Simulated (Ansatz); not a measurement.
Run this with the Ansatz DFT code, driven from Python and show what comes out.

Script `brh6psi2.py`:
```python
"""Atomisation energy of BrH6PSi2 at the given geometry."""

from collections import Counter
import logging
import sys

import ansatz as az

logging.basicConfig(stream=sys.stdout, format="%(levelname)s:%(name)s:%(message)s")
log = logging.getLogger("brh6psi2")
log.setLevel(logging.INFO)


def single_point(molecule, charge=0, unpaired=0):
    calc = molecule.calculation().basis(gaussian="cc-pVDZ").correlation("mp2")
    if charge:
        calc = calc.charge(charge)
    if unpaired:
        calc = calc.spin("collinear", total=unpaired)
    return calc.run(threads=1, backend="cpu").report["free_energy_ev"]

GEOMETRY = """
Si   -1.64130    0.04640   -0.03790
P     0.02310   -1.18750   -0.80550
Si    1.56420   -0.21400    0.44570
Br    1.80040    1.95420   -0.13630
H    -1.30870    1.47370   -0.15170
H    -1.88830   -0.29020    1.37200
H    -2.85200   -0.22740   -0.82590
H     0.26650   -0.34210   -1.96150
H     2.84940   -0.89730    0.23790
H     1.18680   -0.31580    1.86330
"""

system = az.Crystal.molecule()
for line in GEOMETRY.strip().splitlines():
    symbol, *xyz = line.split()
    system = system.atom(symbol, [float(v) for v in xyz])

# Hund ground states
unpaired = {"Si": 2, "P": 3, "Br": 1, "H": 1}
counts = Counter(site.symbol for site in system.cartesian_sites)
atom_energy = {s: single_point(az.Crystal.molecule().atom(s, (0, 0, 0)), 0, unpaired[s]) for s in counts}
whole = single_point(system, 0, 0)
for s, e in atom_energy.items():
    log.info(f"{s:2s} x{counts[s]}  {e:14.5f} eV")
log.info(f"BrH6PSi2: {whole:.5f} eV")
split = sum(counts[s] * e for s, e in atom_energy.items()) - whole
log.info(f"atomisation energy (no zero-point term): {split:.3f} eV, {split / sum(counts.values()):.3f} eV an atom")
```

```console
$ python brh6psi2.py
INFO:brh6psi2:Si x2     -7861.23376 eV
INFO:brh6psi2:P  x1     -9272.89378 eV
INFO:brh6psi2:Br x1    -70000.55850 eV
INFO:brh6psi2:H  x6       -13.58606 eV
INFO:brh6psi2:BrH6PSi2: -95103.38186 eV
INFO:brh6psi2:atomisation energy (no zero-point term): 25.946 eV, 2.595 eV an atom
```

25.946 eV from the electronic energies, without the zero-point term.

What to keep in mind:
- Total energies depend on the basis set; only differences at equal settings carry meaning.
- The geometry is a force-field or estimated start, not a minimum of this method, and the basis set is short of its limit. All parts are taken at fixed geometry, without zero-point energy.
- In double-zeta sets correlated atomisation energies come out some 10 to 15 % low.
- For Al to Cl the sets with a tight d function, cc-pV(X+d)Z, are usual.
- The spin-orbit lowering of heavy atoms is left out.
- Hardware and time: 3.2 s on 1 thread of Intel(R) Xeon(R) 6975P-C (Granite Rapids), on a shared host, peak memory 0.33 GiB.

(Lines on the test bed's own set-up are left out of the output.)
